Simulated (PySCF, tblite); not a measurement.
**C₅H₁₃NOSi₂: geometry, infrared bands and NMR shifts**

Wanted: the infrared bands and NMR shifts of C₅H₁₃NOSi₂ (`CC(=O)N[Si@H]1C[Si@@H](C)C1`), by calculation.

The runs use tblite 0.8.0 and PySCF 2.14.0, with density-fitted response routines of our own; the level of theory stands in each step. All values are computed, except where a source is named. Atoms count from 0, in the outputs and in this text.

## Step 1: The starting structure

22 atoms, charge 0, multiplicity 1; geometry from: force field or distance geometry start.

Bonds of the start (Å): C0–C1 1.49, C1–O2 1.28, C1–N3 1.44, N3–Si4 1.80, Si4–C5 1.89, C5–Si6 1.89, Si6–C7 1.84, Si6–C8 1.88, C8–Si4 1.87, C0–H9 1.10, C0–H10 1.12, C0–H11 1.10, N3–H12 1.04, Si4–H13 1.46, C5–H14 1.12, C5–H15 1.09, Si6–H16 1.47, C7–H17 1.13, C7–H18 1.10, C7–H19 1.12, C8–H20 1.10, C8–H21 1.10.

## Step 2: Optimising the geometry with GFN2-xTB

The job: settings as JSON, then the geometry in Å.

```
{"job": {"kind": "relax", "xc": "GFN2-xTB", "basis": "xTB"}, "charge": 0, "multiplicity": 1}
C     -4.093900     0.576600    -0.605200
C     -2.877000     0.154100     0.141600
O     -2.848300     0.092400     1.417000
N     -1.712300    -0.190500    -0.640200
Si    -0.252100    -0.709900     0.268800
C      1.222100    -1.148000    -0.829900
Si     2.249900    -0.492000     0.616600
C      3.872000     0.268800     0.209200
C      0.823100     0.718400     0.819200
H     -4.874500    -0.199300    -0.548200
H     -4.507200     1.500100    -0.135600
H     -3.837500     0.819900    -1.646000
H     -1.747000    -0.145700    -1.680900
H     -0.508800    -1.722000     1.287200
H      1.254300    -0.481000    -1.733700
H      1.351300    -2.205800    -1.034700
H      2.201200    -1.427500     1.747700
H      4.697000    -0.418000     0.551100
H      4.045900     0.442200    -0.864900
H      4.064100     1.223800     0.763200
H      0.781100     1.499900     0.040900
H      0.685900     1.061200     1.856000
```

On the command line:

```console
$ OMP_NUM_THREADS=1 python probes_run.py task.json out
```

This one command runs all jobs of the session in turn.

**Question.** This job is followed by: GFN2-xTB harmonic vibrations, gas phase; GIAO PBE0/pcSseg-1 NMR shielding, non-relativistic, gas phase. Predict these results of the whole session: strongest single infrared mode (GFN2-xTB); zero-point energy (GFN2-xTB); ¹³C shifts against TMS (PBE0/pcSseg-1, means over atoms taken as alike); ¹H shifts against TMS (PBE0/pcSseg-1, means over atoms taken as alike); ¹⁷O shifts against H2O (PBE0/pcSseg-1); ¹⁵N shifts against NH3 (PBE0/pcSseg-1); ²⁹Si shifts against TMS (PBE0/pcSseg-1); surface potential, 1st and 99th percentile.

**Answer**, as computed:

```
                                                               quantity                                         value
                              strongest single infrared mode (GFN2-xTB)                         1394 cm⁻¹, 594 km/mol
                                           zero-point energy (GFN2-xTB)                                106.5 kcal/mol
¹³C shifts against TMS (PBE0/pcSseg-1, means over atoms taken as alike)                    178.1, 23.9, 6.1, -0.4 ppm
 ¹H shifts against TMS (PBE0/pcSseg-1, means over atoms taken as alike)  5.61, 5.01, 4.67, 2.04, 0.72, 0.31, 0.27 ppm
                                 ¹⁷O shifts against H2O (PBE0/pcSseg-1)                                     451.6 ppm
                                 ¹⁵N shifts against NH3 (PBE0/pcSseg-1)                                     135.5 ppm
                                ²⁹Si shifts against TMS (PBE0/pcSseg-1)                              -14.5, -19.9 ppm
                                  surface potential, 1st and 99th percentile                            -1.90 V and 1.90 V
```

Over 175 steps the energy fell by 1.133 eV; of the close pairs, C1–N3 changed most, 1.444 to 1.343 Å. No mode is imaginary among the 60: a minimum at this level. The strongest single mode, at 1394 cm⁻¹, moves mainly C1 and N3. GFN2-xTB is a fitted tight-binding method: band positions and strengths are rough. Its intensities can rank the bands wrongly. C1 (amide carbonyl carbon) lies farthest downfield among carbon, at 178.1 ppm; it is a carbonyl in resonance with an O or N lone pair, the region of acids, esters and amides. At PBE0/pcSseg-1: Shielding is most anisotropic at O2 (span 682 ppm, paramagnetic term -521 ppm).
